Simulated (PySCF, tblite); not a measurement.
**C₂H₉BrOSi₂: geometry, infrared bands and NMR shifts**

Wanted: the infrared bands and NMR shifts of C₂H₉BrOSi₂ (`C[SiH2]O[Si@@H](C)Br`), by calculation.

Programs: tblite 0.8.0 and PySCF 2.14.0, with density-fitted response routines of our own. Each step states its level of theory. These are calculated values for one molecule in the gas phase, unless marked as measured. Atoms are numbered from 0 throughout.

### Step 1. Starting geometry

15 atoms, charge 0, multiplicity 1; geometry from: force field or distance geometry start.

Bonds of the start (Å): C0–Si1 1.84, Si1–O2 1.72, O2–Si3 1.71, Si3–C4 1.87, Si3–Br5 2.23, C0–H6 1.10, C0–H7 1.11, C0–H8 1.11, Si1–H9 1.47, Si1–H10 1.48, Si3–H11 1.47, C4–H12 1.12, C4–H13 1.13, C4–H14 1.10.

### Step 2. Geometry optimisation with GFN2-xTB

Job settings and geometry (Å):

```
{"job": {"kind": "relax", "xc": "GFN2-xTB", "basis": "xTB"}, "charge": 0, "multiplicity": 1}
C     -2.828800    -0.081900    -0.251000
Si    -1.086700    -0.615500     0.010800
O      0.026400     0.168100    -1.043100
Si     1.223100     0.884300    -0.051500
C      2.616500    -0.340000     0.180900
Br     1.957400     2.773500    -0.987700
H     -3.530200    -0.804300     0.192700
H     -3.040700     0.008500    -1.332300
H     -2.938900     0.929100     0.185400
H     -0.901900    -2.061700    -0.180100
H     -0.718800    -0.301800     1.406600
H      0.586000     1.160200     1.245200
H      2.205900    -1.379500     0.177600
H      3.306800    -0.214400    -0.704200
H      3.119400    -0.116800     1.128900
```

The run is started by

```sh
> OMP_NUM_THREADS=1 python probes_run.py task.json out
```

The driver reads the jobs from task.json and runs them one after another.

**Question.** This job is followed by: GFN2-xTB harmonic vibrations, gas phase; GIAO PBE0/pcSseg-1 NMR shielding, non-relativistic, gas phase. What will the session give for the following? strongest single infrared mode (GFN2-xTB); zero-point energy (GFN2-xTB); ¹³C shifts against TMS (PBE0/pcSseg-1); ¹H shifts against TMS (PBE0/pcSseg-1, means over atoms taken as alike); ²⁹Si shifts against TMS (PBE0/pcSseg-1); ¹⁷O shifts against H2O (PBE0/pcSseg-1); ⁷⁹Br shifts against HBr (PBE0/pcSseg-1); surface potential, 1st and 99th percentile.

As calculated:

| quantity | value |
| --- | --- |
| strongest single infrared mode (GFN2-xTB) | 1088 cm⁻¹, 695 km/mol |
| zero-point energy (GFN2-xTB) | 65.3 kcal/mol |
| ¹³C shifts against TMS (PBE0/pcSseg-1) | 7.2, 0.3 ppm |
| ¹H shifts against TMS (PBE0/pcSseg-1, means over atoms taken as alike) | 5.79, 5.35, 5.25, 0.57, 0.53 ppm |
| ²⁹Si shifts against TMS (PBE0/pcSseg-1) | -4.0, -16.8 ppm |
| ¹⁷O shifts against H2O (PBE0/pcSseg-1) | 67.2 ppm |
| ⁷⁹Br shifts against HBr (PBE0/pcSseg-1) | 89 ppm |
| surface potential, 1st and 99th percentile | -0.59 V and 1.28 V |

What this shows: Relaxing lowered the energy by 1.113 eV in 205 steps; the close pair that moved most is O2–Si3, from 1.711 to 1.605 Å. All 39 modes are real, so the xTB geometry is a minimum. The strongest single mode, at 1088 cm⁻¹, moves mainly O2. GFN2-xTB is a fitted tight-binding method: band positions and strengths are rough. Its intensities can rank the bands wrongly. At PBE0/pcSseg-1: The largest span, 649 ppm, is at Br5, where the paramagnetic term is -596 ppm. Spin-orbit coupling is left out, which matters for shieldings and couplings at and beside the heavy atoms.
